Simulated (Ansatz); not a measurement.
**Cl3GeH3Si: a ladder of functionals and wavefunction methods**

How much do the methods differ for Cl3GeH3Si? The plan is to run it at one geometry with functionals of several rungs and with coupled cluster. The yardstick is the atomisation energy at the CCSD(T) limit.

Computed with Ansatz 0.2.0, Gaussian basis. Level: functionals in def2-TZVPP, the program's frozen cores in correlated methods.

Plan: LDA (SPW92), PBE-D4, revPBE-D4, BLYP-D4, r2SCAN-D4, B97M-V, PBE0-D4, B3LYP-D4, r2SCANh-D4, r2SCAN0-D4, HSE06-D4, BHLYP-D4, CAM-B3LYP-D4, LC-ωPBE, ωB97X-V, ωB97M-V, B2PLYP, PBE-QIDH; CCSD(T)/def2-SVP; CCSD(T)/def2-TZVPP; MP2/def2-QZVPP; extrapolation to the limit; RPA on PBE.

## (1) The geometry

An earlier PBE0-D4 in a triple-zeta def2 set relaxation fixed the geometry.

SMILES `[SiH3][Ge]([Cl])([Cl])[Cl]`, 8 atoms, charge 0, spin multiplicity 1.

Atoms are counted from 1 here; the program's logs count them from 0.

Bond lengths: Si1–Ge2 2.383 Å, Si1–H6 1.482 Å, Si1–H7 1.482 Å, Si1–H8 1.482 Å, Ge2–Cl3 2.143 Å, Ge2–Cl4 2.143 Å, Ge2–Cl5 2.143 Å. Angles: Ge2–Si1–H6 107.2°, Ge2–Si1–H7 107.3°, Ge2–Si1–H8 107.3°, H6–Si1–H7 111.5°, H6–Si1–H8 111.5°, H7–Si1–H8 111.6°, Si1–Ge2–Cl3 111.8°, Si1–Ge2–Cl4 111.9°, Si1–Ge2–Cl5 111.8°, Cl3–Ge2–Cl4 107.0°, Cl3–Ge2–Cl5 107.0°, Cl4–Ge2–Cl5 107.0°.

## (2) LDA

This LDA is Slater exchange with PW92 correlation.

The input, in.yaml:

```yaml
crystal:
  periodic: [false, false, false]
  atoms:
    - {symbol: Si, position_ang: [-1.128741, -0.145780, 0.654149]}
    - {symbol: Ge, position_ang: [0.920759, 0.103114, -0.535538]}
    - {symbol: Cl, position_ang: [2.547165, -0.865150, 0.469787]}
    - {symbol: Cl, position_ang: [0.811585, -0.738001, -2.503605]}
    - {symbol: Cl, position_ang: [1.463928, 2.163644, -0.764568]}
    - {symbol: H, position_ang: [-0.938222, 0.466306, 1.989880]}
    - {symbol: H, position_ang: [-1.406561, -1.597533, 0.755558]}
    - {symbol: H, position_ang: [-2.177813, 0.556298, -0.121463]}
basis:
  gaussian: {orbitals: def2-TZVPP}
hamiltonian: {xc: lda}
output: {orbitals: {seedname: orbitals}}
```

Further steps of the session: PBE-D4 (GGA); revPBE-D4 (GGA); BLYP-D4 (GGA); r2SCAN-D4 (meta-GGA); B97M-V (meta-GGA); PBE0-D4 (hybrid); B3LYP-D4 (hybrid); r2SCANh-D4 (hybrid); r2SCAN0-D4 (hybrid); HSE06-D4 (hybrid); BHLYP-D4 (hybrid); CAM-B3LYP-D4 (range-separated); LC-ωPBE-D4 (range-separated); ωB97X-V (range-separated); ωB97M-V (range-separated); B2PLYP (double hybrid); PBE-QIDH (double hybrid); CCSD(T) in def2-SVP; CCSD(T) in def2-TZVPP; MP2 in def2-QZVPP; RPA on PBE orbitals.

Before running them: what should the planned runs give, taken together? Wanted: atomisation energy, CCSD(T)/CBS; farthest beyond LDA; mean size of error, GGA; mean size of error, meta-GGA; mean size of error, hybrid; mean size of error, range-separated; mean size of error, double hybrid; gap, smallest and largest; T1 diagnostic.

The runs gave:

| quantity | value |
| --- | --- |
| atomisation energy, CCSD(T)/CBS | 545.8 kcal/mol |
| functionals within 5.5 kcal/mol (1.0 %) | PBE-D4, r2SCAN-D4, PBE0-D4, r2SCANh-D4, r2SCAN0-D4, HSE06-D4, ωB97X-V, ωB97M-V, PBE-QIDH |
| farthest beyond LDA | BHLYP-D4 (-16.6 kcal/mol) |
| mean size of error, GGA | 9.0 kcal/mol |
| mean size of error, meta-GGA | 6.5 kcal/mol |
| mean size of error, hybrid | 6.2 kcal/mol |
| mean size of error, range-separated | 7.1 kcal/mol |
| mean size of error, double hybrid | 8.7 kcal/mol |
| gap, smallest and largest | 4.90 eV (LDA (SPW92)), 11.95 eV (LC-ωPBE) |
| T1 diagnostic | 0.0103 |
| triples share of the correlation energy | 4.1 % |

What this shows: LDA overbinds by 70.9 kcal/mol (13 %). PBE-D4 misses by +0.6 kcal/mol. Double hybrids carry the basis error of their MP2 part in triple zeta, and no dispersion term here, so their miss is partly the set-up's. Taken by rung, hybrid functionals do best (6.2 kcal/mol on average) and GGA ones worst beyond LDA (9.0 kcal/mol). The gap between the best rungs is small, so their order is not settled. Misses under about 5.5 kcal/mol are within the doubt on the reference itself, which lacks core-valence correlation, relativity and higher excitations, and its outer-core shells are covered unevenly. Hartree-Fock recovers 74 % of the binding; the rest is correlation. CCSD(T) in def2-SVP is off by -49.2 kcal/mol, worse than the median functional, from the basis alone. Orbital gaps span 4.9 to 11.9 eV; exact exchange widens them. Correlated methods include outer-core shells of Ge, which these sets cover unevenly.
